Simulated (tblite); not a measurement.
# C3H13Si3: the cost of one run

Computed with tblite 0.8.0 and PySCF 2.14.0, with density-fitted response routines of our own, on a single molecule in the gas phase. Atoms count from 0, in the outputs and in this text.

## Step 1: The starting structure

19 atoms, charge 0, multiplicity 2; geometry from: force field or distance geometry start.

Bonds of the start (Å): C0–C1 1.53, C1–Si2 1.83, Si2–C3 1.86, C3–Si4 1.87, C3–Si5 1.86, C0–H6 1.11, C0–H7 1.10, C0–H8 1.10, C1–H9 1.10, C1–H10 1.12, Si2–H11 1.47, Si2–H12 1.46, C3–H13 1.12, Si4–H14 1.46, Si4–H15 1.48, Si5–H16 1.48, Si5–H17 1.46, Si5–H18 1.46.

## Step 2: Optimising the geometry with GFN2-xTB

Job settings and geometry (Å):

```
{"job": {"kind": "relax", "xc": "GFN2-xTB", "basis": "xTB"}, "charge": 0, "multiplicity": 2}
C      2.748200     0.370500    -0.221900
C      1.580700    -0.208400     0.573800
Si     0.381800    -0.899600    -0.628400
C     -1.388600    -0.423400    -0.313500
Si    -2.137400    -1.312300     1.153200
Si    -1.669000     1.417800    -0.268200
H      3.283400     1.115000     0.403800
H      2.322200     0.840300    -1.126700
H      3.413000    -0.446100    -0.545900
H      1.175400     0.553300     1.261800
H      2.026900    -1.026000     1.194700
H      0.714200    -0.377600    -1.965800
H      0.486500    -2.351800    -0.608600
H     -1.965900    -0.777900    -1.200300
H     -2.182800    -0.508800     2.368900
H     -3.535400    -1.694500     0.855600
H     -1.921500     1.880400    -1.646300
H     -0.474200     2.125100     0.198900
H     -2.867200     1.733200     0.507500
```

Launch:

```sh
> OMP_NUM_THREADS=1 python probes_run.py task.json out
```

The driver reads the jobs from task.json and runs them one after another.

**Question.** How long does this first job take on 1 thread of Arm Neoverse V2, shared host?

About 1.3 s.
